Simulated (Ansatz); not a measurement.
**InCl2(SiH3) (Cl2H3InSi): reading failed and doubtful runs**

Aim: try 1 input for InCl2(SiH3) (Cl2H3InSi) as typed, read how each ends, and find what has to change.

The runs use Ansatz 0.2.0, Gaussian basis; the settings change from run to run.

2 further runs of the same task are left out: 2 set aside as unsound or not needed. Runs told in other sessions of the task aren't counted.

## 1. The relaxed structure

The geometry comes from an earlier relaxation with PBE0-D4/def2-SVP; it is a stationary point, not always the lowest conformer. In takes a core potential in def2 sets; no spin-orbit term is included.

7 atoms, charge 0, spin multiplicity 1.

Atoms are counted from 1 here; the program's logs count them from 0.

Bond lengths: In1–Cl2 2.351 Å, In1–Cl3 2.351 Å, In1–Si4 2.561 Å, Si4–H5 1.491 Å, Si4–H6 1.491 Å, Si4–H7 1.493 Å. Angles: Cl2–In1–Cl3 110.6°, Cl2–In1–Si4 124.6°, Cl3–In1–Si4 124.7°, In1–Si4–H5 109.3°, In1–Si4–H6 109.2°, In1–Si4–H7 107.5°, H5–Si4–H6 110.6°, H5–Si4–H7 110.1°, H6–Si4–H7 110.1°.

## 2. Attempt 1

File in.yaml:

```yaml
crystal:
  periodic: [false, false, false]
  atoms:
    - {symbol: In, position_ang: [0.469780, 0.702849, 0.007791]}
    - {symbol: Cl, position_ang: [2.191457, 0.826386, 0.023921]}
    - {symbol: Cl, position_ang: [-0.232553, 2.040278, -0.025430]}
    - {symbol: Si, position_ang: [-0.467039, -0.812708, 0.005046]}
    - {symbol: H, position_ang: [-1.236629, -0.575698, 0.483395]}
    - {symbol: H, position_ang: [0.120072, -1.566586, 0.464119]}
    - {symbol: H, position_ang: [-0.600224, -1.113489, -0.892704]}
basis:
  gaussian: {orbitals: def2-SVPD}
total_charge: -1
magnetization: {spin_polarized: true, initial_magnetization: 1}
hamiltonian: {xc: {name: wB97X}}
scf: {omitted_lower_state_checks: [starts]}
output: {forces: true}
```

Run with:

```console
> ansatz run in.yaml --threads 4 --pin off --events-out ev --progress --plain --max-ram 3916MiB
```

**Question.** What will the summary of the whole plan be?

The runs gave:

```csv
attempt,level,ended,cause,time
1,wB97X/def2-SVPD,converged,the geometry is squeezed well below its size,47 s
```

**Reading.** 1 converged. The dangerous case is the input that converges on a wrong geometry, charge, spin, basis or grid: often only a look at the input shows it.
